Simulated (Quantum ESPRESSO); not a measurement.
Zn, 5 atoms in the cell. The cell holds a slab with vacuum, 5 atoms: a = 2.665 Å, b = 2.665 Å, c = 24.893 Å, α = 90.00°, β = 90.00°, γ = 120.00°. The slab is cut from a database's or a generator's crystal, which needn't be the stable form of the element.

| Item | Value |
| --- | --- |
| Program | Quantum ESPRESSO 7.5 |
| Task | work function |
| Functional | PBE |
| Potentials or basis | Ansatz NC SR PBE |
| Cutoff | 1143 eV |
| Density cutoff | 4572 eV |
| k mesh | 9 × 9 × 1 |
| Occupations | fermi-dirac, width 0.05 eV |
| Spin | no spin polarisation |
| Boundary across the vacuum | none |
| Mixing mode | local-TF |
| Mixing beta | 0.3 |
| Most SCF iterations | 150 |
| SCF threshold | 5e-09 Ry |

Potentials or basis: Ansatz NC SR PBE.

The run is started by

```bash
$ OMP_NUM_THREADS=1 mpirun -n 2 pw.x -nk 2 -in pw.in > pw.out
$ OMP_NUM_THREADS=1 mpirun -n 1 pp.x -in pp_density.in > pp_density.out
$ OMP_NUM_THREADS=1 mpirun -n 1 pp.x -in pp_potential.in > pp_potential.out
$ OMP_NUM_THREADS=1 mpirun -n 1 pp.x -in pp_elf.in > pp_elf.out
```

Hardware: 2 MPI ranks on Intel(R) Xeon(R) Platinum 8259CL CPU @ 2.50GHz (Skylake/Cascade Lake), with other jobs on the host.

Problem. How long does it take, and how much memory?

Solution. Wall time 2.5 min on 2 MPI ranks on Intel(R) Xeon(R) Platinum 8259CL CPU @ 2.50GHz (Skylake/Cascade Lake), on a shared host, peak memory 0.58 GiB a rank. Counts: scf iterations 13, k pools 2, bands 64, k points 12, g dense 107513.
